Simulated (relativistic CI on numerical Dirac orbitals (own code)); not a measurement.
# Cr⁶⁺: L2,3 absorption multiplets

Wanted: the shape of the L2,3 absorption spectrum of Cr⁶⁺ in 5 surroundings, from the same atomic integrals.

The numbers are computed with relativistic CI on numerical Dirac orbitals (own code) version 1 (Dirac-Coulomb-Breit CI, KLI orbitals optimised for each configuration, model QED (radiative potential, 1s self-energy scaled to tabulated hydrogen-like ionisation energies), valence Slater integrals scaled by 0.8, multiplet model of core-to-valence dipole absorption), except any that are marked as measured or tabulated.

## (1) The atom as given

```
ion                                            : Cr⁶⁺ (Cr VII)
nuclear charge                                 : 24
electrons                                      : 18
configurations                                 : [Ne] 3s2 3p6 → [He] 2s2 2p5 3s2 3p6 3d
magnetising field for the dichroism, Lz and Sz : exchange field 10 meV on Sz; these come from the lowest magnetised state alone (0 K)
temperature of the isotropic spectrum          : 300 K
widths                                         : Lorentz 0.4 eV, Gauss 0.3 eV
surrounding 1                                  : free ion
surrounding 2                                  : D3d, 10Dq = 16350, Dsigma = -290, Dtau = 0 cm⁻¹
surrounding 3                                  : Oh, 10Dq = 41950 cm⁻¹
surrounding 4                                  : D4h, 10Dq = 16000, Ds = 720, Dt = 510 cm⁻¹
surrounding 5                                  : Td, 10Dq = -14900 cm⁻¹
```

## (2) Surrounding 1: free ion

Settings of the run:

```ini
atom Cr  Z=24  charge=6  electrons=18
nucleus A=52  rms_radius_fm=3.6452
hamiltonian dirac-coulomb  breit=on  qed=on  c_scale=1
orbitals kli  potential=per-configuration
slater_scale 0.8
correlation none
mixing on
configurations
  [Ne] 3s2 3p6
  [He] 2s2 2p5 3s2 3p6 3d
end
absorption L2,3 T=300 lorentz=0.4 gauss=0.3
crystal_field free
```

## (3) Surrounding 2: D3d, 10Dq = 16350, Dsigma = -290, Dtau = 0

Settings: those of step 2 with these lines changed.

```diff
@@ -12,2 +12,2 @@
 absorption L2,3 T=300 lorentz=0.4 gauss=0.3
-crystal_field free
+crystal_field D3d 10Dq=16350 Dsigma=-290 Dtau=0
```

## (4) Surrounding 3: Oh, 10Dq = 41950

Settings: those of step 3 with these lines changed.

```diff
@@ -12,2 +12,2 @@
 absorption L2,3 T=300 lorentz=0.4 gauss=0.3
-crystal_field D3d 10Dq=16350 Dsigma=-290 Dtau=0
+crystal_field Oh 10Dq=41950
```

## (5) Surrounding 4: D4h, 10Dq = 16000, Ds = 720, Dt = 510

Settings: those of step 4 with these lines changed.

```diff
@@ -12,2 +12,2 @@
 absorption L2,3 T=300 lorentz=0.4 gauss=0.3
-crystal_field Oh 10Dq=41950
+crystal_field D4h 10Dq=16000 Ds=720 Dt=510
```

## (6) Surrounding 5: Td, 10Dq = -14900

Settings: those of step 5 with these lines changed.

```diff
@@ -12,2 +12,2 @@
 absorption L2,3 T=300 lorentz=0.4 gauss=0.3
-crystal_field D4h 10Dq=16000 Ds=720 Dt=510
+crystal_field Td 10Dq=-14900
```

(Steps that only read results are left out.)

Q: Predict the outcome of this session. Wanted: highest peak, first run; ground spin; share of the lower edge; core spin-orbit splitting.

As calculated:

| surrounding | ground S | Lz (0 K) | Sz (0 K) | centroid (eV) | share of the lower edge | up to four highest peaks (% of the highest), eV |
| --- | --- | --- | --- | --- | --- | --- |
| 1: free | 0.00 | 0.00 | 0.00 | 599.17 | 0.370 | 594.2 (58), 602.1 (100) |
| 2: D3d | 0.00 | 0.00 | 0.00 | 599.17 | - | 591.6 (7), 594.5 (56), 599.6 (18), 602.5 (100) |
| 3: Oh | 0.00 | 0.00 | 0.00 | 599.17 | 0.612 | 590.6 (34), 595.7 (40), 598.9 (83), 603.9 (100) |
| 4: D4h | 0.00 | 0.00 | 0.00 | 599.17 | 0.363 | 591.7 (6), 594.4 (60), 599.6 (13), 602.5 (100) |
| 5: Td | 0.00 | 0.00 | 0.00 | 599.17 | 0.361 | 594.4 (56), 598.9 (10), 602.4 (100) |

```
                                 quantity           value
                  highest peak, first run        602.1 eV
      ground spin (effective S from ⟨S²⟩)            0.00
                  share of the lower edge  0.361 to 0.612
core spin-orbit splitting (without Breit)         9.01 eV
```

What this shows: The lower edge takes 0.37 of the intensity in surrounding 1, below the statistical 0.67. The position of the maximum differs by up to 1.8 eV between the surroundings, by shifts of peaks or by peaks exchanging rank. Edge positions are free-ion values and differ from those in solids by a few eV or more.
